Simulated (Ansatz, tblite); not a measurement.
# Ga13N14 wurtzite other sphere (Ga₁₃N₁₄H₃₄+): one state, many levels

How do method and basis change the picture of Ga13N14 wurtzite other sphere (Ga₁₃N₁₄H₃₄+) (singlet)?

Computed with Ansatz 0.2.0, Gaussian basis. Level: as each input shows.

The runs, in order: GFN1-xTB, GFN2-xTB, PBE-D4/def2-TZVP, r2SCAN-D4/def2-TZVP, BLYP-D4/def2-TZVP, PBE-D4/def2-SVP, PBE0-D4/def2-SVP, HF/6-31G, B3LYP-D4/6-31G, MP2/def2-SVP.

1 further run of the same task is left out (set aside as unsound or not needed).

**1. The structure**

The geometry is that of the singlet, from an earlier relaxation (PBE-D4/def2-SVP).

61 atoms, charge 1, spin multiplicity 1.

Bond lengths: N1–Ga2 2.060 Å, N1–Ga7 2.012 Å, N1–H28 1.033 Å, N1–H29 1.029 Å, Ga2–N3 1.998 Å, Ga2–N9 1.927 Å, Ga2–H30 1.570 Å, N3–Ga5 1.998 Å, N3–H31 1.031 Å, N3–H32 1.038 Å, N4–Ga5 2.060 Å, N4–Ga12 2.012 Å, N4–H33 1.029 Å, N4–H34 1.033 Å, Ga5–N14 1.927 Å, Ga5–H35 1.570 Å, N6–Ga7 2.012 Å, N6–Ga8 2.060 Å and more. Angles: Ga2–N1–Ga7 115.7°, Ga2–N1–H28 105.8°, Ga2–N1–H29 113.5°, Ga7–N1–H28 107.7°, Ga7–N1–H29 110.5°, H28–N1–H29 102.5°, N1–Ga2–N3 104.3°, N1–Ga2–N9 102.9°, N1–Ga2–H30 105.6°, N3–Ga2–N9 106.5°, N3–Ga2–H30 113.8°, N9–Ga2–H30 121.7°, Ga2–N3–Ga5 120.8°, Ga2–N3–H31 111.5°, Ga2–N3–H32 103.4°, Ga5–N3–H31 111.5°, Ga5–N3–H32 103.3°, H31–N3–H32 104.1° and more.

The ion is computed in the gas phase, without counter-ions or solvent.

PBE0-D4/def2-TZVP was run before; its log isn't repeated, and its numbers join the tables.

**2. GFN1-xTB**

Tight binding, by tblite at 300 K electronic temperature and without a spin-polarisation term:

```python
tblite.interface.Calculator('GFN1-xTB', numbers, positions, charge=1, uhf=0).singlepoint()
```

Energy -2185.7657 eV, HOMO -11.62 eV, LUMO -7.39 eV; 0.46 s.

**3. GFN2-xTB**

Tight binding, by tblite at 300 K electronic temperature and without a spin-polarisation term:

```python
tblite.interface.Calculator('GFN2-xTB', numbers, positions, charge=1, uhf=0).singlepoint()
```

Energy -2014.8142 eV, HOMO -13.43 eV, LUMO -9.83 eV; 0.31 s.

**4. PBE-D4/def2-TZVP**

start.molden holds the orbitals of an earlier run on this state, given as this run's starting guess.

in.yaml

```yaml
crystal:
  periodic: [false, false, false]
  atoms:
    - {symbol: N, position_ang: [-1.518057, -2.839085, -1.686384]}
    - {symbol: Ga, position_ang: [-1.543420, -2.897463, 0.372965]}
    - {symbol: N, position_ang: [-3.145426, -1.815998, 0.878754]}
    - {symbol: N, position_ang: [-3.217186, 0.103846, -1.687443]}
    - {symbol: Ga, position_ang: [-3.280966, 0.111724, 0.371813]}
    - {symbol: N, position_ang: [1.519431, -2.838160, -1.686222]}
    - {symbol: Ga, position_ang: [0.000421, -1.806921, -2.510237]}
    - {symbol: Ga, position_ang: [1.543877, -2.897139, 0.373078]}
    - {symbol: N, position_ang: [0.000091, -1.848662, 0.853531]}
    - {symbol: Ga, position_ang: [0.000113, -1.920101, 2.903614]}
    - {symbol: N, position_ang: [0.000309, -0.000104, -1.758099]}
    - {symbol: Ga, position_ang: [-1.564091, 0.903599, -2.510613]}
    - {symbol: Ga, position_ang: [-0.000019, -0.000233, 0.243795]}
    - {symbol: N, position_ang: [-1.601063, 0.923936, 0.853114]}
    - {symbol: N, position_ang: [-0.000512, -0.000223, 3.398210]}
    - {symbol: Ga, position_ang: [-1.663501, 0.958939, 2.903120]}
    - {symbol: N, position_ang: [-1.699109, 2.734515, -1.686220]}
    - {symbol: Ga, position_ang: [-1.737641, 2.785248, 0.373144]}
    - {symbol: N, position_ang: [3.145497, -1.815523, 0.879762]}
    - {symbol: N, position_ang: [3.218249, 0.105100, -1.685873]}
    - {symbol: Ga, position_ang: [1.565011, 0.903511, -2.510108]}
    - {symbol: Ga, position_ang: [3.280920, 0.112389, 0.373450]}
    - {symbol: N, position_ang: [1.600582, 0.924362, 0.853622]}
    - {symbol: Ga, position_ang: [1.662063, 0.959929, 2.903633]}
    - {symbol: N, position_ang: [1.698051, 2.734764, -1.686209]}
    - {symbol: Ga, position_ang: [1.736964, 2.785548, 0.373081]}
    - {symbol: N, position_ang: [-0.000396, 3.631775, 0.880090]}
    - {symbol: H, position_ang: [-1.433400, -3.821037, -1.994519]}
    - {symbol: H, position_ang: [-2.415987, -2.552194, -2.099551]}
    - {symbol: H, position_ang: [-1.659141, -4.416715, 0.751032]}
    - {symbol: H, position_ang: [-4.021488, -2.322031, 0.680825]}
    - {symbol: H, position_ang: [-3.098679, -1.788089, 1.915707]}
    - {symbol: H, position_ang: [-3.416401, -0.817785, -2.099937]}
    - {symbol: H, position_ang: [-4.025706, 0.667032, -1.996378]}
    - {symbol: H, position_ang: [-4.654442, 0.771560, 0.749520]}
    - {symbol: H, position_ang: [1.436046, -3.820039, -1.994918]}
    - {symbol: H, position_ang: [2.417215, -2.549928, -2.098745]}
    - {symbol: H, position_ang: [0.000442, -1.927288, -4.080876]}
    - {symbol: H, position_ang: [1.659524, -4.416481, 0.750819]}
    - {symbol: H, position_ang: [-1.393923, -2.600857, 3.282107]}
    - {symbol: H, position_ang: [1.394700, -2.599861, 3.282012]}
    - {symbol: H, position_ang: [-1.667487, 0.964418, -4.081277]}
    - {symbol: H, position_ang: [-0.000675, -0.000078, 4.433010]}
    - {symbol: H, position_ang: [-2.949339, 0.090694, 3.281111]}
    - {symbol: H, position_ang: [-1.556501, 2.506432, 3.282431]}
    - {symbol: H, position_ang: [-2.591816, 3.152113, -1.994498]}
    - {symbol: H, position_ang: [-1.001664, 3.368891, -2.099036]}
    - {symbol: H, position_ang: [-2.995852, 3.644659, 0.750962]}
    - {symbol: H, position_ang: [4.021744, -2.321282, 0.681946]}
    - {symbol: H, position_ang: [3.098327, -1.788119, 1.916708]}
    - {symbol: H, position_ang: [3.419020, -0.816079, -2.098647]}
    - {symbol: H, position_ang: [4.026287, 0.669442, -1.993981]}
    - {symbol: H, position_ang: [1.669393, 0.963575, -4.080740]}
    - {symbol: H, position_ang: [4.654132, 0.772211, 0.752113]}
    - {symbol: H, position_ang: [2.948296, 0.092673, 3.282437]}
    - {symbol: H, position_ang: [1.553853, 2.507473, 3.282503]}
    - {symbol: H, position_ang: [0.999104, 3.367703, -2.098654]}
    - {symbol: H, position_ang: [2.589826, 3.153885, -1.995077]}
    - {symbol: H, position_ang: [2.995191, 3.645057, 0.750655]}
    - {symbol: H, position_ang: [-0.000300, 3.576948, 1.917021]}
    - {symbol: H, position_ang: [-0.000532, 4.643551, 0.682515]}
basis:
  gaussian: {orbitals: def2-TZVP, fitting: {mean_field: def2-universal-jkfit}, initial_orbitals: start.molden}
total_charge: 1
hamiltonian: {xc: pbe, dispersion: d4}
scf: {omitted_lower_state_checks: [starts]}
output: {forces: true, orbitals: {seedname: orbitals}}
```

Run with:

```sh
ansatz run in.yaml --threads 11 --pin off --events-out ev --progress --plain --max-ram 174080MiB --backend cuda --devices 0, --max-vram 75GiB
```

After this run come: r2SCAN-D4/def2-TZVP; BLYP-D4/def2-TZVP; PBE-D4/def2-SVP; PBE0-D4/def2-SVP; HF/6-31G; B3LYP-D4/6-31G; MP2/def2-SVP.

Before running them: what should the planned runs give, taken together? Wanted: gap in def2-TZVP, named functionals, smallest and largest; correlation energy, MP2/def2-SVP; PBE0 total energy, smallest basis above largest.

The runs gave:

| quantity | value |
| --- | --- |
| gap in def2-TZVP, named functionals, smallest and largest | 3.94 eV (BLYP-D4), 6.02 eV (PBE0-D4) |
| correlation energy, MP2/def2-SVP | -145.71 eV |
| PBE0 total energy, smallest basis above largest | 110.49 eV (def2-SVP, def2-TZVP) |

In words: Orbital gaps of the named functionals in def2-TZVP span 3.94 eV (BLYP-D4) to 6.02 eV (PBE0-D4); exact exchange widens it.
